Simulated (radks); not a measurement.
**Valence configurations of Tm⁺**

The task here is to estimate one member of a computed series from the others.

The numbers are computed with radks (a radial shooting solver on a logarithmic mesh, Libxc functionals) version 1 (Dirac Kohn-Sham, PBE, spin-unpolarised, spherical densities, finite nucleus; open shells are shared between the two j in proportion to 2j + 1), except any that are marked as measured or tabulated.

## What is computed

* element: thulium (Z = 69)
* charge: +1
* electrons: 68
* configuration: [Xe] 4f13 6s1
* nuclear rms radius: 5.2256 fm
* others tried: 4f12 6s2; 4f13 6s0.5 6p0.5; 4f13 5d0.5 6s0.5; 4f11 6s1 6p2; 4f13 6p1; 4f12.5 6s1.5; 4f13 5d1; 4f12 6s1.5 6p0.5; 4f14

Outer shells as boxes (Hund's rule):

Tm⁺
```
[Xe] core
4f [↑↓][↑↓][↑↓][↑↓][↑↓][↑↓][↑ ]
6s [↑ ]
```

The first run:

The run's settings:

```text
Z 69
configuration [Xe] 4f13 6s1
relativity Dirac
functional pbe,pbe
spin unpolarised
j_filling average
nucleus finite rms 5.2256 fm
c 137.035999084
```

On the command line:

```sh
> python run_ks.py task.json out
```

The same process makes all the runs of this session.

Among the steps run: [Xe] 4f13 6s1.

One of the session's tables, all rows but one given; the rest of the session is left out.

It belongs to the step «[Xe] 4f13 6s1». Sizes of the orbitals, from the radial functions (bohr):

```
level     <r>  outermost maximum (interpolated)  90 % within  nodes
4d3/2  0.5652                             0.496        0.850      1
4d5/2  0.5765                             0.505        0.868      1
5s1/2   1.231                              1.09         1.78      4
5p1/2   1.392                              1.19         2.05      3
5p3/2   1.506                              1.28         2.23      3
4f5/2  0.7942                             0.493         1.39      0
4f7/2       ?                                 ?            ?      ?
6s1/2   3.587                              3.11         5.24      5
```

Q: Estimate the row for 4f7/2 from the others.

The run gave: <r>: 0.8165; outermost maximum (interpolated): 0.499; 90 % within: 1.44; nodes: 0. In the column «<r>» it lies between 4f5/2 (0.7942) and 5s1/2 (1.231).
